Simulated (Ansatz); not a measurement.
# InSb: the cost of one run

Computed with Ansatz 0.2.0 (DFT r2SCAN, spin-orbit coupling, plane waves, PAW, unless a step's input says otherwise).

### 1 Starting point

Symmetry: F-43m, No. 216, cubic system. Conventional cell: a = 6.479 Å, b = 6.479 Å, c = 6.479 Å, α = 90.00°, β = 90.00°, γ = 90.00°. In (site symmetry -43m) is surrounded by 4 Sb at 2.81 Å. Sb (site symmetry -43m) is surrounded by 4 In at 2.81 Å.

Structure file:

```
In Sb
1.0
     0.00000    3.23970    3.23970
     3.23970    0.00000    3.23970
     3.23970    3.23970    0.00000
In Sb
1 1
Direct
  0.00000 0.00000 0.00000
  0.25000 0.25000 0.25000
```

### 2 Single point: InSb

Input file input.yaml:

```yaml
crystal:
  lattice:
    - [0.0, 3.2397, 3.2397]
    - [3.2397, 0.0, 3.2397]
    - [3.2397, 3.2397, 0.0]
  atoms:
    - { symbol: In, position: [0.0, 0.0, 0.0] }
    - { symbol: Sb, position: [0.25, 0.25, 0.25] }
scf:
  occupations: { method: gaussian, width: 0.01 }
  n_extra_bands: 8
output:
  eigenvalues: true
  eigenstates:
    kpoints:
      - [0, 0, 0]
      - [0, 0.0015, 0.0015]
      - [0, 0.003, 0.003]
      - [0, 0.0045, 0.0045]
      - [0, 0.006, 0.006]
      - [0.001061, 0.001061, 0.002121]
      - [0.002121, 0.002121, 0.004243]
      - [0.003182, 0.003182, 0.006364]
      - [0.004243, 0.004243, 0.008485]
    e_range: [-1.5, 2]
  write_density: true
  write_potential: true
  elf: true
  volumetric_format: npy
hamiltonian:
  xc: r2scan
  pseudopotentials: { kind: paw_fr }
kpoints:
  mp_grid: { grid: [10, 10, 10] }
magnetization:
  noncollinear: true
  spin_orbit: true
```

Command:

```
ansatz run input.yaml --threads 8 --pin off --max-ram 16384MiB --backend cpu --events-out ev --progress --plain --runs-dir out
```

What time and memory should one allow on 8 threads of Arm Neoverse V1, shared host?

About 12 s, with a peak of 1.2 GiB.
